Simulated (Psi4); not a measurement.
**CH3BGeO2 (SMILES [BH3-]C#[O+].[O]=[Ge]) at HF/def2-TZVPPD (density fitting, counterpoise (cp, nocp), fragments set)**

Aim: the interaction energy of CH3BGeO2. 

The calculation is run with Psi4 1.11.

2 further runs of the same task are left out: 2 set aside as unsound or not needed.

### 1 Starting point

CH3BGeO2: 8 atoms, total charge 0, spin state singlet. SMILES: `[BH3-]C#[O+].[O]=[Ge]`. Geometry: a GFN2-xTB relaxation, a rough one for these elements and not checked as a minimum.

Bond lengths: B1–C2 1.486 Å, C2–O3 1.133 Å, O7–Ge8 1.582 Å, B1–H4 1.184 Å, B1–H5 1.195 Å, B1–H6 1.196 Å. Angles: B1–C2–O3 177.7°, C2–B1–H4 107.1°, C2–B1–H5 106.2°, C2–B1–H6 106.0°, H4–B1–H5 112.9°, H4–B1–H6 112.8°, H5–B1–H6 111.3°.

### 2 The interaction energy at HF/def2-TZVPPD (density fitting, counterpoise (cp, nocp), fragments set)

The input, job.in:

```
memory 1.6 GB

molecule {
  0 1
  B     -0.992980    -0.344880     0.066080
  C      0.286030    -0.934130     0.540510
  O      1.237460    -1.418310     0.920550
  H     -1.856680    -1.095260     0.371720
  H     -0.883490    -0.218310    -1.117230
  H     -1.087740     0.716510     0.609880
  --
  0 1
  O      3.077780     2.031930    -0.794110
  Ge     1.809580     2.850950    -1.268370
  symmetry c1
  no_reorient
  no_com
}

set basis def2-TZVPPD
set reference rhf

energy_value = energy("scf", bsse_type=['cp', 'nocp'])
print_variables()
```

Started as:

```bash
$ psi4 -n 1 job.in job.out
```

**Question.** What will come out? Wanted: interaction energy.

Answer, from the run:

At HF/def2-TZVPPD (density fitting, counterpoise (cp, nocp), fragments set):

```
          quantity         value
interaction energy  -4.73 kJ/mol
```
